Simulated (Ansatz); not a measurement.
# SbMo: strong compression

How does SbMo (CsCl type) answer strong compression? Methods of the runs shown: PAW. Its runs: cell relaxed at zero pressure (PAW); volume scaled by 1 (PAW and PAW (cutoff 300 eV)); volume scaled by 0.9 (PAW); volume scaled by 0.8 (PAW); volume scaled by 0.7 (PAW); volume scaled by 0.6 (PAW); volume scaled by 0.5 (PAW); volume scaled by 0.4 (PAW and PAW (partial_waves polarizable)).

Program: Ansatz 0.2.0. Level of theory: DFT, LDA, PAW with Ansatz's default frozen-core files, scalar-relativistic. These are calculated values, not measurements.

### 1 Starting point

It takes space group Pm-3m (No. 221, cubic). The conventional cell has a = 3.232 Å, b = 3.232 Å, c = 3.232 Å, α = 90.00°, β = 90.00°, γ = 90.00°. Around Mo (site symmetry m-3m) lie 8 Sb at 2.80 Å. Sb (site symmetry m-3m) is surrounded by 8 Mo at 2.80 Å.

Structure file:

```cif
data_structure
_symmetry_space_group_name_H-M 'P 1'
_symmetry_Int_Tables_number 1
_cell_length_a 3.2318
_cell_length_b 3.2318
_cell_length_c 3.2318
_cell_angle_alpha 90.000
_cell_angle_beta 90.000
_cell_angle_gamma 90.000
_cell_volume 33.75
loop_
_atom_site_label
_atom_site_type_symbol
_atom_site_fract_x
_atom_site_fract_y
_atom_site_fract_z
_atom_site_occupancy
Mo1 Mo 0.00000 0.00000 0.00000 1
Sb1 Sb 0.50000 0.50000 0.50000 1
```

Whether this phase is the stable one at these pressures isn't tested.

Atoms are numbered in the order of the input: Mo1, Sb2.

### 2 Cell relaxed at zero pressure, PAW

input.yaml

```yaml
crystal:
  lattice:
    - [3.2317894572, 0.0, 0.0]
    - [0.0, 3.2317894572, 0.0]
    - [0.0, 0.0, 3.2317894572]
  atoms:
    - { symbol: Mo, position: [0.0, 0.0, 0.0] }
    - { symbol: Sb, position: [0.5, 0.5, 0.5] }
kpoints:
  mp_grid: { grid: [13, 13, 13] }
scf:
  occupations: { method: fermi_dirac, width: 0.08 }
hamiltonian:
  xc: lda
  pseudopotentials: { kind: paw }
output:
  forces: true
  stress: true
relax:
  f_tol: 0.005
  max_steps: 40
  cell: {}
```

Launch:

```console
ansatz run input.yaml --threads 1 --pin off --max-ram 2048MiB --backend cpu --events-out ev --progress --plain --runs-dir out
```

Further steps of the session: Volume scaled by 1, PAW; Volume scaled by 1, PAW (cutoff 300 eV); Volume scaled by 0.9, PAW; Volume scaled by 0.8, PAW; Volume scaled by 0.7, PAW; Volume scaled by 0.6, PAW; Volume scaled by 0.5, PAW; Volume scaled by 0.4, PAW; Volume scaled by 0.4, PAW (partial_waves polarizable).

**Question.** What will these runs give? Wanted: PAW pressure at 0.4 of the volume; PAW; fitted bulk modulus at zero pressure.

The runs gave:

| quantity | value |
| --- | --- |
| PAW pressure at 0.4 of the volume | 1285.0 GPa |
| PAW (partial_waves polarizable) pressure at 0.4 of the volume | 1285.0 GPa |
| fitted bulk modulus at zero pressure (PAW) | 203 GPa |
| its pressure derivative | 4.17 |

What this shows: At 0.4 of the starting volume PAW gives 1285 GPa. A third-order Birch-Murnaghan curve fits the range only roughly (B₀ = 203 GPa, B′ = 4.17, misfit at most 10.77 GPa). A fit over so wide a range leans to the high pressures, so B₀ can be off by several per cent. No all-electron run checks these rows here, and frozen cores can fail under such compression. The ions are at rest, and the electrons smeared by 0.08 eV. Spin-orbit coupling is left out, though the cell holds Sb; in elements this heavy it can shift bands and gaps by tenths of an eV.
